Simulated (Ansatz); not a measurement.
**CH4BrGaO2: geometry and vibrations**

The task is to find a stationary geometry of CH4BrGaO2, check the end point by its vibrations and derive ideal-gas thermochemistry.

Computed with Ansatz 0.2.0, Gaussian basis. Level: RKS PBE0-D4/def2-TZVP.

Plan: relaxation at PBE0-D4/def2-TZVP; harmonic vibrations at the same level.

2 further runs of the same task are left out: 1 that didn't finish, 1 set aside as unsound or not needed.

**1. The system as given**

9 atoms, charge 0, spin multiplicity 1.

Atoms are counted from 1 here; the program's logs count them from 0.

Bond lengths: C1–O2 1.416 Å, C1–H6 1.092 Å, C1–H7 1.092 Å, C1–H8 1.095 Å, O2–Ga3 1.764 Å, Ga3–O4 1.731 Å, Ga3–Br5 2.261 Å, O4–H9 0.957 Å. Angles: O2–C1–H6 108.4°, O2–C1–H7 108.5°, O2–C1–H8 112.7°, H6–C1–H7 109.6°, H6–C1–H8 108.8°, H7–C1–H8 108.8°, C1–O2–Ga3 132.3°, O2–Ga3–O4 118.8°, O2–Ga3–Br5 121.3°, O4–Ga3–Br5 119.9°, Ga3–O4–H9 120.7°.

Geometry (Å):

```
atom     x (Å)     y (Å)     z (Å)
  C1   1.36558   0.75695   0.52804
  O2   0.43525  -0.29655   0.35353
 Ga3  -1.10352  -0.39146  -0.50271
  O4  -1.97613  -1.88668  -0.48845
 Br5  -1.94493   1.39373  -1.60562
  H6   1.48303   0.93977   1.59809
  H7   2.32254   0.44891   0.10167
  H8   1.04637   1.68594   0.04418
  H9  -1.62818  -2.65062  -0.02873
```

The start is a GFN2-xTB geometry.

**2. Optimising with PBE0-D4/def2-TZVP**

File in.yaml:

```yaml
crystal:
  periodic: [false, false, false]
  atoms:
    - {symbol: C, position_ang: [1.365580, 0.756950, 0.528040]}
    - {symbol: O, position_ang: [0.435250, -0.296550, 0.353530]}
    - {symbol: Ga, position_ang: [-1.103520, -0.391460, -0.502710]}
    - {symbol: O, position_ang: [-1.976130, -1.886680, -0.488450]}
    - {symbol: Br, position_ang: [-1.944930, 1.393730, -1.605620]}
    - {symbol: H, position_ang: [1.483030, 0.939770, 1.598090]}
    - {symbol: H, position_ang: [2.322540, 0.448910, 0.101670]}
    - {symbol: H, position_ang: [1.046370, 1.685940, 0.044180]}
    - {symbol: H, position_ang: [-1.628180, -2.650620, -0.028730]}
basis:
  gaussian: {orbitals: def2-TZVP}
hamiltonian: {xc: pbe0, dispersion: d4}
relax: {f_tol: 0.005, max_steps: 150}
```

Command:

```
ansatz run in.yaml --threads 2 --pin off --events-out ev --progress --plain --max-ram 32768MiB --backend cuda --devices 0, --max-vram 18GiB
```

After this run come: Vibrations by finite differences.

Q: Predict the results of all the runs planned. Wanted: point group; shift from the start; total energy; dispersion term; dipole moment; lowest, highest wavenumber; zero-point energy.

As calculated:

| quantity | value |
| --- | --- |
| point group | Cs |
| steps | 7 |
| shift from the start (rms) | 0.090 Å |
| total energy | -127605.2054 eV |
| dispersion term | -175 meV |
| dipole moment | 1.76 D |
| lowest, highest wavenumber | 61, 3885 cm⁻¹ |
| zero-point energy | 35.4 kcal/mol |
| entropy at 298.15 K | 386.7 J/(mol K) |

The atoms moved 0.09 Å (rms) from the start; the bond that changed most is Ga3–O4, from 1.731 to 1.768 Å. No mode is imaginary: a true minimum at this level. The stiffest mode, 3885 cm⁻¹, is an O–H stretch, and 5 modes under 200 cm⁻¹ make the vibrational entropy uncertain. Harmonic hybrid wavenumbers usually lie a few per cent above measured fundamentals. The largest Mulliken charge, +0.66 e, sits on Ga3.
